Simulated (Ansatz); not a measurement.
# C3H8B2S: small, medium and large basis sets

Aim: see how fast density functionals converge with the basis set for C3H8B2S.

Program: Ansatz 0.2.0, Gaussian basis. Level of theory: one geometry, several basis sets. These are calculated values, not measurements.

Levels to be run: PBE0-D4/def2-SVP; ωB97M-V/def2-SVP; PBE0-D4/def2-QZVPP; ωB97M-V/def2-QZVPP; the functionals' def2-TZVPP values are taken from earlier runs.

## 1. The relaxed structure

All runs share one geometry, relaxed beforehand with PBE0-D4 in a triple-zeta def2 set.

SMILES `C=CBB(C)S`, 14 atoms, charge 0, spin multiplicity 1.

Atoms are counted from 1 here; the program's logs count them from 0.

Bond lengths: C1–C2 1.339 Å, C1–H7 1.087 Å, C1–H8 1.086 Å, C2–B3 1.543 Å, C2–H9 1.089 Å, B3–B4 1.667 Å, B3–H10 1.206 Å, B4–C5 1.570 Å, B4–S6 1.796 Å, C5–H11 1.093 Å, C5–H12 1.096 Å, C5–H13 1.096 Å, S6–H14 1.345 Å. Angles: C2–C1–H7 122.8°, C2–C1–H8 120.6°, H7–C1–H8 116.5°, C1–C2–B3 121.1°, C1–C2–H9 117.4°, B3–C2–H9 121.5°, C2–B3–B4 124.9°, C2–B3–H10 115.7°, B4–B3–H10 119.4°, B3–B4–C5 125.9°, B3–B4–S6 117.8°, C5–B4–S6 116.3°, B4–C5–H11 114.9°, B4–C5–H12 109.8°, B4–C5–H13 109.7°, H11–C5–H12 108.3°, H11–C5–H13 108.3°, H12–C5–H13 105.4° and more.

## 2. PBE0-D4 in def2-SVP

The input, in.yaml:

```yaml
crystal:
  periodic: [false, false, false]
  atoms:
    - {symbol: C, position_ang: [-1.517937, -2.377483, -0.036283]}
    - {symbol: C, position_ang: [-0.901292, -1.284531, 0.429763]}
    - {symbol: B, position_ang: [-0.309281, -0.232610, -0.532170]}
    - {symbol: B, position_ang: [0.482950, 1.155232, -0.057204]}
    - {symbol: C, position_ang: [2.034611, 1.312887, 0.126218]}
    - {symbol: S, position_ang: [-0.509214, 2.615952, 0.268915]}
    - {symbol: H, position_ang: [-1.930768, -3.144610, 0.614617]}
    - {symbol: H, position_ang: [-1.625960, -2.538523, -1.105100]}
    - {symbol: H, position_ang: [-0.824124, -1.175558, 1.510933]}
    - {symbol: H, position_ang: [-0.475768, -0.445703, -1.707090]}
    - {symbol: H, position_ang: [2.362594, 2.308802, 0.433048]}
    - {symbol: H, position_ang: [2.396723, 0.589396, 0.865344]}
    - {symbol: H, position_ang: [2.545317, 1.055628, -0.808427]}
    - {symbol: H, position_ang: [-1.740850, 2.131817, 0.026335]}
basis:
  gaussian: {orbitals: def2-SVP}
hamiltonian: {xc: pbe0, dispersion: d4}
output: {orbitals: {seedname: orbitals}}
```

Command:

```sh
ansatz run in.yaml --threads 4 --pin off --events-out ev --progress --plain --max-ram 10444MiB
```

Further steps of the session: ωB97M-V in def2-SVP; PBE0-D4 in def2-QZVPP; ωB97M-V in def2-QZVPP.

**Question.** What will the summary of the whole plan be? Wanted: PBE0-D4: double and triple zeta above quadruple; ωB97M-V: double and triple zeta above quadruple.

**Answer**, as computed:

| quantity | value |
| --- | --- |
| PBE0-D4: double and triple zeta above quadruple | 9.26, 0.59 eV |
| ωB97M-V: double and triple zeta above quadruple | 9.52, 0.56 eV |

**Reading.** For PBE0-D4 the step from double to triple zeta gains 8.67 eV and the next only 0.59 eV. These are total energies; as a rule much of such shifts cancels in differences, which this series doesn't test.
